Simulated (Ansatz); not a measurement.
# HfO2 (fluorite type): the cost of one run

Method: DFT PBEsol, with the methods named in each step, in Ansatz 0.2.0.

**1. Starting point**

Symmetry: Fm-3m, No. 225, cubic system. Conventional cell: a = 4.932 Å, b = 4.932 Å, c = 4.932 Å, α = 90.00°, β = 90.00°, γ = 90.00°. Around Hf (site symmetry m-3m) lie 8 O at 2.14 Å. O (site symmetry -43m) is surrounded by 4 Hf at 2.14 Å.

Coordinates:

```
Hf O
1.0
     0.00000    2.46621    2.46621
     2.46621    0.00000    2.46621
     2.46621    2.46621    0.00000
Hf O
1 2
Direct
  0.00000 0.00000 0.00000
  0.25000 0.25000 0.25000
  0.75000 0.75000 0.75000
```

Whether this phase is the stable one at these pressures isn't tested.

Atoms are numbered in the order of the input: Hf1, O2, O3.

**2. Cell relaxed at zero pressure, PAW**

File input.yaml:

```yaml
crystal:
  lattice:
    - [0.0, 2.4662120743, 2.4662120743]
    - [2.4662120743, 0.0, 2.4662120743]
    - [2.4662120743, 2.4662120743, 0.0]
  atoms:
    - { symbol: Hf, position: [0.0, 0.0, 0.0] }
    - { symbol: O, position: [0.25, 0.25, 0.25] }
    - { symbol: O, position: [0.75, 0.75, 0.75] }
kpoints:
  mp_grid: { grid: [11, 11, 11] }
scf:
  occupations: { method: fermi_dirac, width: 0.1 }
hamiltonian:
  xc: pbesol
  pseudopotentials: { kind: paw }
output:
  forces: true
  stress: true
relax:
  f_tol: 0.005
  max_steps: 40
  cell: {}
```

On the command line:

```bash
> ansatz run input.yaml --threads 1 --pin off --max-ram 3072MiB --backend cpu --events-out ev --progress --plain --runs-dir out
```

**Question.** How long does this run take on 1 thread of Intel Xeon at 2.50GHz (Skylake/Cascade Lake), shared host, and how much memory does it need?

About 29 s, with a peak of 0.37 GiB.
